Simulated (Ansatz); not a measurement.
**HfGeTe: compression at zero temperature**

The task here is to estimate one member of a computed series from the others.

Computed with Ansatz 0.2.0 (DFT PBEsol, scalar-relativistic, plane waves, PAW, unless a step's input says otherwise).

2 further runs of the same task are left out: 2 set aside as unsound or not needed.

## The system as given

Symmetry: P4/nmm, No. 129, tetragonal system. Conventional cell: a = 3.838 Å, b = 3.838 Å, c = 8.444 Å, α = 90.00°, β = 90.00°, γ = 90.00°. Hf (site symmetry 4mm) has 4 Ge at 2.83 Å and 5 Te at 2.93 to 3.15 Å in its first shell of neighbours. Ge (site symmetry -4m2) is surrounded by 4 Ge at 2.71 Å and 4 Hf at 2.83 Å. Te (site symmetry 4mm) has 5 Hf at 2.93 to 3.15 Å in its first shell of neighbours.

Structure file:

```
CELL_PARAMETERS angstrom
3.83799 0.00000 0.00000
0.00000 3.83799 0.00000
0.00000 0.00000 8.44396
ATOMIC_POSITIONS crystal
Hf 0.00000 0.50000 0.24703
Hf 0.50000 0.00000 0.75297
Ge 0.00000 0.00000 0.00000
Ge 0.50000 0.50000 0.00000
Te 0.00000 0.50000 0.62065
Te 0.50000 0.00000 0.37935
```

This cell was relaxed beforehand with the same method: volume 20.73 Å³/atom, gap on the mesh none (metal).

Set-up of the first run:

Contents of input.yaml:

```yaml
crystal:
  lattice:
    - [3.8504062047, 0.0, 0.0]
    - [0.0, 3.8504062047, 0.0]
    - [0.0, 0.0, 8.4712818364]
  atoms:
    - { symbol: Hf, position: [0.0, 0.5, 0.2470326211] }
    - { symbol: Hf, position: [0.5, 0.0, 0.7529673789] }
    - { symbol: Ge, position: [0.0, 0.0, 0.0] }
    - { symbol: Ge, position: [0.5, 0.5, 0.0] }
    - { symbol: Te, position: [0.0, 0.5, 0.6206532519] }
    - { symbol: Te, position: [0.5, 0.0, 0.3793467481] }
basis:
  ecutwfc: 420
kpoints:
  mp_grid: { grid: [10, 10, 4] }
hamiltonian:
  xc: pbesol
scf:
  occupations: { method: gaussian, width: 0.1 }
output:
  forces: true
  stress: true
  eigenvalues: true
relax:
  adjacent_minimum: "off"
  f_tol: 0.008
  max_steps: 50
  cell: { stress_tol: 0.08, p_target: -1.0 }
```

Command:

```bash
ansatz run input.yaml --threads 1 --pin off --max-ram 2560MiB --backend cpu --events-out ev --progress --plain --runs-dir out
```

Steps of the session up to this table: -1 GPa; 1 GPa; Relaxing at 4 GPa; Relaxing at 12 GPa; 25 GPa; Relaxing at 50 GPa; Target pressure 90 GPa.

One of the session's tables, all rows but one given; the rest of the session is left out.

Lengths are those of the vectors of the cell that was run:

```
P (GPa)  V (Å³/atom)  a (Å)  b (Å)  c (Å)  ΔH (eV/atom)
     -1        20.93  3.849  3.849  8.477        -0.130
      0        20.73  3.838  3.838  8.444         0.000
      1        20.53  3.825  3.825  8.418         0.129
      4        20.00  3.793  3.793  8.341         0.508
     12        18.86  3.720  3.720  8.178         1.477
     25        17.53  3.628  3.628  7.992         2.950
     50            ?      ?      ?      ?             ?
     90        14.16  3.369  3.369  7.488         9.271
```

**Question.** Estimate the row for P (GPa) = 50.

Worked estimate for «V (Å³/atom)». A straight line through the neighbours (25, 17.53) and (90, 14.16) gives 17.53 + (14.16 − 17.53) × (50 − 25) / (90 − 25) = 16.23; a parabola fitted to 3 rows on both sides gives 15.59.

The run gave: V (Å³/atom): 15.84; a (Å): 3.502; b (Å): 3.502; c (Å): 7.751; ΔH (eV/atom): 5.544. In «V (Å³/atom)» the line misses by +0.39 and the parabola by -0.25.

ΔH is E + PV over the energy at zero pressure; a, b and c are the vectors of the computed cell. 
